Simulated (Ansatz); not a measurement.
# BAsH4: small, medium and large basis sets

The task here is to estimate one member of a computed series from the others.

The runs use Ansatz 0.2.0, Gaussian basis; one geometry, several basis sets.

Plan: PBE0-D4/def2-SVP; ωB97M-V/def2-SVP; PBE0-D4/def2-QZVPP; ωB97M-V/def2-QZVPP; the functionals' def2-TZVPP values are taken from earlier runs.

### The relaxed structure

All runs share one geometry, relaxed beforehand with PBE0-D4 in a triple-zeta def2 set.

6 atoms, charge 0, spin multiplicity 1.

Atoms are counted from 1 here; the program's logs count them from 0.

Bond lengths: B1–As2 1.979 Å, B1–H3 1.193 Å, B1–H4 1.193 Å, As2–H5 1.512 Å, As2–H6 1.512 Å. Angles: As2–B1–H3 119.5°, As2–B1–H4 119.5°, H3–B1–H4 120.5°, B1–As2–H5 100.6°, B1–As2–H6 100.6°, H5–As2–H6 97.8°.

Geometry (Å):

```xyz
6
AsBH4
B    -0.0224   -0.9331    0.1276
As    0.4387    0.9820    0.3193
H    -0.8936   -1.3967    0.7979
H     0.6760   -1.6415   -0.5309
H     0.7850    1.3280   -1.1109
H    -0.9417    1.5974    0.3509
```

The first run:

File in.yaml:

```yaml
crystal:
  periodic: [false, false, false]
  atoms:
    - {symbol: B, position_ang: [-0.022385, -0.933143, 0.127560]}
    - {symbol: As, position_ang: [0.438729, 0.981992, 0.319335]}
    - {symbol: H, position_ang: [-0.893556, -1.396678, 0.797859]}
    - {symbol: H, position_ang: [0.675987, -1.641512, -0.530917]}
    - {symbol: H, position_ang: [0.785042, 1.327978, -1.110934]}
    - {symbol: H, position_ang: [-0.941717, 1.597363, 0.350896]}
basis:
  gaussian: {orbitals: def2-SVP}
hamiltonian: {xc: pbe0, dispersion: d4}
output: {orbitals: {seedname: orbitals}}
```

The run is started by

```console
> ansatz run in.yaml --threads 2 --pin off --events-out ev --progress --plain --max-ram 4352MiB
```

Steps of the session up to this table: PBE0-D4 in def2-SVP; ωB97M-V in def2-SVP; PBE0-D4 in def2-QZVPP; ωB97M-V in def2-QZVPP.

One of the session's tables, all rows but one given; the rest of the session is left out.

It belongs to the step «Density functionals: the series». 

| functional | basis | HOMO (eV) | LUMO (eV) |
| --- | --- | --- | --- |
| PBE0-D4 | def2-SVP | -7.37 | -1.89 |
| PBE0-D4 | def2-TZVPP | -7.42 | -1.95 |
| PBE0-D4 | def2-QZVPP | -7.44 | -1.98 |
| ωB97M-V | def2-SVP | -9.44 | 0.14 |
| ωB97M-V | def2-TZVPP | ? | ? |
| ωB97M-V | def2-QZVPP | -9.53 | -0.08 |

Q: Estimate the row for ωB97M-V, def2-TZVPP from the others.

The run gave: HOMO (eV): -9.51; LUMO (eV): -0.01. In the column «HOMO (eV)» it lies between ωB97M-V, def2-QZVPP (-9.53) and ωB97M-V, def2-SVP (-9.44).
